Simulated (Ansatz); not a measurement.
MnHg under changes of volume

One of the cells (18.215 Å³/atom); the others are scaled copies at fixed shape and fractional positions:

```xyz
2
Lattice="3.3150 0.0000 0.0000 0.0000 3.3150 0.0000 0.0000 0.0000 3.3150" Properties=species:S:1:pos:R:3 pbc="T T T"
Hg    0.0000    0.0000    0.0000
Mn    1.6575    1.6575    1.6575
```

```yaml
Program: Ansatz 0.2.0
Functional: PBE
Potentials_or_basis: Ansatz PAW
Cutoff: "420 eV (not typed: the program's choice for these potentials)"
k_mesh: 8 × 8 × 8
Occupations: fermi-dirac, width 0.05 eV
Spin: collinear spin, ferromagnetic start
Starting_moments: "[0.0, 4.0] μB"
```

```tsv
volume (Å³/atom)	energy over the lowest point (meV/atom)	pressure (GPa)	moment (μB per cell)
17.122	22.30	5.9	3.74
17.486	11.10	4.0	3.81
17.850	3.54	2.3	3.87
18.215	0.00	0.6	3.91
18.579	0.60	-1.0	3.93
18.943	4.51	-2.2	3.98
19.308	?	?	?
```

Task: What does the run at 19.308 Å³/atom give?

Result: Energy over the lowest point 10.73 meV/atom; pressure -3.3 GPa; moment 4.02 μB per cell.

Worked out: A Birch-Murnaghan fit of order 3 (a polynomial in V^(-2/3)) to the other rows has its minimum at 18.36 Å³/atom with B0 = V·E''(V) = 84 GPa (rough, since the energies scatter). It gives 12.33 meV/atom at 19.308 Å³/atom, against the run's 10.73, and -dE/dV = -4.2 GPa, against -3.3. A parabola through the other rows of the moment, of slope 0.0362 μB per Å³/atom there, extrapolates to 3.99 μB, against the run's 4.02.

Energies are extrapolated to zero smearing.
